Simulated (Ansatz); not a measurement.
# Cd3SeS2: the cost of one run

Computed with Ansatz 0.2.0 (DFT PBE, scalar-relativistic, plane waves, PAW, unless a step names another level, unless a step's input says otherwise).

1 further run of the same task is left out (set aside as unsound or not needed).

## 1. Starting point

The structure is trigonal, space group P3m1 (No. 156). Conventional cell: a = 4.258 Å, b = 4.258 Å, c = 20.819 Å, α = 90.00°, β = 90.00°, γ = 120.00°. Cd (site symmetry 3m) has 4 Se at 2.65 to 2.68 Å as nearest neighbours. Cd (site symmetry 3m) is surrounded by 4 S at 2.57 to 2.59 Å. Around Cd (site symmetry 3m) lie 4 S at 2.57 to 2.58 Å. Cd (site symmetry 3m) has 1 S at 2.57 Å and 3 Se at 2.65 Å as nearest neighbours. Cd (site symmetry 3m) is surrounded by 3 S at 2.58 Å and 1 Se at 2.69 Å. Se (site symmetry 3m) is surrounded by 4 Cd at 2.65 to 2.68 Å. Se (site symmetry 3m) has 4 Cd at 2.65 to 2.69 Å as nearest neighbours. Only part of the 12 independent sites is listed.

Structure file:

```xyz
12
Lattice="4.2575 0.0000 0.0000 -2.1288 3.6871 0.0000 0.0000 0.0000 20.8188" Properties=species:S:1:pos:R:3 pbc="T T T"
Cd    0.0000    2.4581    0.0347
Cd    0.0000    2.4581    7.0663
Cd    0.0000    2.4581   13.8122
Cd    2.1288    1.2290    3.6978
Cd    2.1288    1.2290   10.4391
Cd    2.1288    1.2290   17.1853
Se    0.0000    2.4581    2.7136
Se    2.1288    1.2290   19.8718
S     0.0000    2.4581    9.6397
S     0.0000    2.4581   16.3861
S     2.1288    1.2290    6.2655
S     2.1288    1.2290   13.0127
```

It is the end of an earlier relaxation with the same method, from a generated guess; it is a trial structure. At a tolerance of 0.02 Å it has space group P3m1 (No. 156); it has 27.23 Å³/atom, an uncorrected energy of -0.64 eV/atom over the elements.

## 2. Bands, states and charges

input.yaml

```yaml
crystal:
  lattice:
    - [4.2575170803, 0.0, 0.0]
    - [-2.1287585402, 3.6871179486, 0.0]
    - [0.0, 0.0, 20.8188332129]
  atoms:
    - { symbol: Cd, position: [0.3333333333, 0.6666666667, 0.0016686596] }
    - { symbol: Cd, position: [0.3333333333, 0.6666666667, 0.3394165966] }
    - { symbol: Cd, position: [0.3333333333, 0.6666666667, 0.6634451819] }
    - { symbol: Cd, position: [0.6666666667, 0.3333333333, 0.1776180657] }
    - { symbol: Cd, position: [0.6666666667, 0.3333333333, 0.501423662] }
    - { symbol: Cd, position: [0.6666666667, 0.3333333333, 0.8254673157] }
    - { symbol: Se, position: [0.3333333333, 0.6666666667, 0.1303447067] }
    - { symbol: Se, position: [0.6666666667, 0.3333333333, 0.9545087378] }
    - { symbol: S, position: [0.3333333333, 0.6666666667, 0.4630302436] }
    - { symbol: S, position: [0.3333333333, 0.6666666667, 0.7870785262] }
    - { symbol: S, position: [0.6666666667, 0.3333333333, 0.3009551749] }
    - { symbol: S, position: [0.6666666667, 0.3333333333, 0.6250431093] }
basis:
  ecutwfc: 420
kpoints:
  mp_grid: { grid: [6, 6, 2] }
  band_path:
    path:
      - [[0.0, 0.0, 0.0], [0.5, 0.0, 0.0], [0.33333333, 0.33333333, 0.0], [0.0, 0.0, 0.0], [0.0, 0.0, 0.5], [0.5, 0.0, 0.5], [0.33333333, 0.33333333, 0.5], [0.0, 0.0, 0.5]]
      - [[0.5, 0.0, 0.5], [0.5, 0.0, 0.0]]
      - [[0.33333333, 0.33333333, 0.5], [0.33333333, 0.33333333, 0.0]]
    npoints: 10
hamiltonian:
  xc: pbe
scf:
  occupations: { method: gaussian, width: 0.02 }
  n_extra_bands: 30
output:
  forces: true
  stress: true
  eigenvalues: true
  populations: true
  dos: { projected: true, de: 0.02, nscf_kmesh: { grid: [9, 9, 3] } }
  bader: false
  write_density: true
  write_potential: true
  elf: true
  volumetric_format: npy
```

Run with:

```console
$ ansatz run input.yaml --threads 1 --pin off --max-ram 2560MiB --backend cpu --events-out ev --progress --plain --runs-dir out
```

**Question.** How long does this run take on 1 thread of Intel Xeon Gold 6455B (Sapphire Rapids), shared host, and how much memory does it need?

About 3.1 min, with a peak of 1.9 GiB.
